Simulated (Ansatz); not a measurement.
# MgO (Periclase): further runs on the relaxed cell

The task here is to estimate one member of a computed series from the others.

The COD entry's cell or inner coordinates are ideal or old and differ from later refinements, so a difference from it is no clean test against experiment.

Program: Ansatz 0.2.0. Level of theory: DFT r2SCAN, scalar-relativistic, plane waves, PAW. These are calculated values, not measurements.

1 further run of the same task is left out (set aside as unsound or not needed).

## Starting point

It takes space group Fm-3m (No. 225, cubic). Conventional cell: a = 4.204 Å, b = 4.204 Å, c = 4.204 Å, α = 90.00°, β = 90.00°, γ = 90.00°. Mg (site symmetry m-3m) is surrounded by 6 O at 2.10 Å. Around O (site symmetry m-3m) lie 6 Mg at 2.10 Å.

Structure file:

```
Mg O
1.0
     0.00000    2.10217    2.10217
     2.10217    0.00000    2.10217
     2.10217    2.10217    0.00000
Mg O
1 1
Direct
  0.00000 0.00000 0.00000
  0.50000 0.50000 0.50000
```

It is the result of an earlier relaxation at this level (volume 9.29 Å³/atom; gap on the mesh: 5.68 eV).

The first run:

Contents of input.yaml:

```yaml
crystal:
  lattice:
    - [0.0, 2.1021683817, 2.1021683817]
    - [2.1021683817, 0.0, 2.1021683817]
    - [2.1021683817, 2.1021683817, 0.0]
  atoms:
    - { symbol: Mg, position: [0.0, 0.0, 0.0] }
    - { symbol: O, position: [0.5, 0.5, 0.5] }
basis:
  ecutwfc: 500
kpoints:
  mp_grid: { grid: [10, 10, 10] }
  band_path:
    path:
      - [[0.0, 0.0, 0.0], [0.5, 0.0, 0.5], [0.625, 0.25, 0.625]]
      - [[0.375, 0.375, 0.75], [0.0, 0.0, 0.0], [0.5, 0.5, 0.5], [0.5, 0.25, 0.75], [0.5, 0.0, 0.5]]
    npoints: 14
hamiltonian:
  xc: r2scan
scf:
  occupations: { method: gaussian, width: 0.02 }
  n_extra_bands: 6
output:
  forces: true
  stress: true
  eigenvalues: true
  populations: true
  dos: { projected: true, de: 0.02, nscf_kmesh: { grid: [15, 15, 15] } }
  bader: true
  write_density: true
  write_potential: true
  elf: true
  volumetric_format: npy
```

Run with:

```bash
$ ansatz run input.yaml --threads 1 --pin off --max-ram 2560MiB --backend cpu --events-out ev --progress --plain --runs-dir out
```

Among the steps run: Static run: bands, density of states and charges; Seeking the band edges over the whole zone; Eigenvalues a small step from each edge; Point at V/V0 = 0.97; Volume × 1.03; Volume × 0.94; Volume × 1.06.

One of the session's tables, all rows but one given; the rest of the session is left out.

It belongs to the step «Energy against volume». 

```
volume (Å³/atom)  energy above the lowest point (meV/atom)  pressure (GPa)  gap on the mesh (eV)
           8.732                                      19.4           11.72                  6.34
           9.011                                         ?               ?                     ?
           9.290                                       0.0            0.01                  5.68
           9.568                                       4.1           -4.63                  5.39
           9.847                                      15.7           -8.62                  5.11
```

Q: Estimate the row for volume (Å³/atom) = 9.011 from the others.

Worked estimate for «energy above the lowest point (meV/atom)». A straight line through the neighbours (8.732, 19.4) and (9.290, 0.0) gives 19.4 + (0.0 − 19.4) × (9.011 − 8.732) / (9.290 − 8.732) = 9.7; a parabola fitted to 3 rows on both sides gives 5.1.

As computed: energy above the lowest point (meV/atom): 4.6; pressure (GPa): 5.42; gap on the mesh (eV): 6.00. In «energy above the lowest point (meV/atom)» the line misses by +5.1 and the parabola by +0.5.
